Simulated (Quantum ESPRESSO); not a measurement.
Runs of Quantum ESPRESSO 7.5 on O2TiF2H2. The cell holds a molecule in a box, 7 atoms: a = 14.000 Å, b = 12.000 Å, c = 12.000 Å, α = 90.00°, β = 90.00°, γ = 90.00°. 

```tsv
task	level	potentials or basis	cell	cutoff (eV)	smearing	boundary across the vacuum	assume isolated	form of the LDA correlation	other keys	gap on the mesh (eV)	largest force (eV/Å)
real-space fields	AM05	SG15 PBE 1.2	atoms moved at random, drawn with an rms of 0.15 Å	1197	fixed	none	-	-	-	4.42	12.96
single point	PBE	PseudoDojo 0.4.1 SR PBE standard	atoms moved at random, drawn with an rms of 0.05 Å	1143	fermi-dirac 0.05 eV	none	-	-	-	5.32	7.29
single point	BLYP	GBRV 1.5 PBE	as given	612	fermi-dirac 0.025 eV	mt	mt	-	verbose = yes	(b)	1.20
real-space fields	PBE	PseudoDojo 0.4.1 SR PBEsol standard	atoms moved at random, drawn with an rms of 0.05 Å	1143	gaussian 0.05 eV	mt	mt	-	-	5.29	7.27
real-space fields	PBE	PseudoDojo 0.4.1 SR PBE standard	as given	1143	fermi-dirac 0.05 eV	none	-	-	-	5.16	0.57
single point	LDA	PseudoDojo 0.4.1 SR LDA standard	as given	1143	fixed	none	-	PW92	-	(a)	0.56
```

Alike in all rows: no spin polarisation; k mesh 1 × 1 × 1.

Question: Estimate the missing entries.

Answer: (a) 5.11; (b) 5.13.

Caveats: this is a molecule in a periodic box, so the gap is that between its Kohn-Sham HOMO and LUMO and the box isn't a crystal; the potentials were made for another functional, which shifts forces and pressure (some runs).

A gap of «none» marks a metal or a gap under the smearing width.
